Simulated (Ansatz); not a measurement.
# GaGeH2+ (triplet): from Hartree-Fock to the top rungs, cc-pVDZ

One table from this session's results is given with a row withheld; the runs are named, their logs left out.

Computed with Ansatz 0.2.0, Gaussian basis. Level: cc-pVDZ, core rule «outside noble gas», up to 28 orbitals frozen.

To be run: UHF; CCSD(T) on ROHF; CCSD(T) on UHF; BCCD(T) on ROHF; CISD; CCSDT(Q) on ROHF; CCSDT(Q) on UHF; CASSCF and MRCISD+Q, 8 electrons in 10 orbitals; CASSCF and NEVPT2, 8 electrons in 10 orbitals.

17 further runs of the same task are left out: 1 for a known fault of the program, 1 for a mislabelled method, 4 that didn't finish, 11 set aside as unsound or not needed.

## The system

The geometry is a PBE0/def2-TZVP stationary point (not a proven minimum) of the parent state, kept for this charge and spin. No spin-orbit coupling is included. The filled d shell of Ge, Ga may be among the frozen orbitals whatever the setting's name suggests; the logs give the count.

4 atoms, charge 1, spin multiplicity 3.

Atoms are counted from 1 here; the program's logs count them from 0.

Bond lengths: Ge1–Ga2 2.339 Å, Ge1–H3 1.691 Å, Ga2–H4 1.582 Å. Angles: Ga2–Ge1–H3 58.6°, Ge1–Ga2–H4 163.6°.

The first run:

in.yaml reads:

```yaml
crystal:
  periodic: [false, false, false]
  atoms:
    - {symbol: Ge, position_ang: [0.000000, -0.003654, 1.162916]}
    - {symbol: Ga, position_ang: [0.000000, -0.022851, -1.176473]}
    - {symbol: H, position_ang: [0.000000, 1.432545, 0.269458]}
    - {symbol: H, position_ang: [0.000000, 0.411477, -2.697219]}
basis:
  gaussian: {orbitals: cc-pVDZ}
total_charge: 1
magnetization: {spin_polarized: true, initial_magnetization: 2}
hamiltonian: {xc: hf}
output: {orbitals: {seedname: orbitals}}
```

Launch:

```console
$ ansatz run in.yaml --threads 1 --pin off --events-out ev --progress --plain --max-ram 2393MiB
```

Steps of the session up to this table: UHF; CCSD(T) on ROHF; CCSD(T) on UHF; BCCD(T) on ROHF; CISD; CCSDT(Q) on ROHF; CCSDT(Q) on UHF; CASSCF and MRCISD+Q, 8 electrons in 10 orbitals; CASSCF and NEVPT2, 8 electrons in 10 orbitals.

One of the session's tables, all rows but one given; the rest of the session is left out.

```
          method  from UCCSDT(Q) (meV)
            ROHF               +4196.9
             UHF                     ?
            RMP2               +1018.5
            UMP2               +1052.4
           RCCSD                +193.3
           UCCSD                +180.3
        RCCSD(T)                 +53.6
        UCCSD(T)                 +46.0
         BCCD(T)                 +54.0
          RCCSDT                 +16.8
          UCCSDT                  +7.3
       RCCSDT(Q)                  +9.6
       UCCSDT(Q)                     0
  CASSCF valence               +1976.7
  NEVPT2 valence                +528.6
  MRCISD valence                 +97.3
MRCISD+Q valence                  +8.7
```

**Question.** Estimate the row for UHF.

As computed: from UCCSDT(Q) (meV): +3994.7. In the column «from UCCSDT(Q) (meV)» it lies between CASSCF valence (+1976.7) and ROHF (+4196.9).

Among the levels timed on like hardware and quicker than the yardstick, those that no quicker one beats, quickest first: UCCSD(T) (6 s, +46.0 meV); MRCISD+Q valence (12 s, +8.7 meV).

Not comparable, so not listed: CISD (they don't share determinant, frozen orbitals or solution with the rows shown, or repeat one).

Limits of these values: Of the multireference levels listed MRCISD+Q valence comes nearest in total energy (+8.7 meV), which doesn't show that its space is the better one. Restricted and unrestricted rows rest on different reference determinants; where their highest levels disagree by more than a few hundredths of an eV, they describe different states and don't form one ladder.
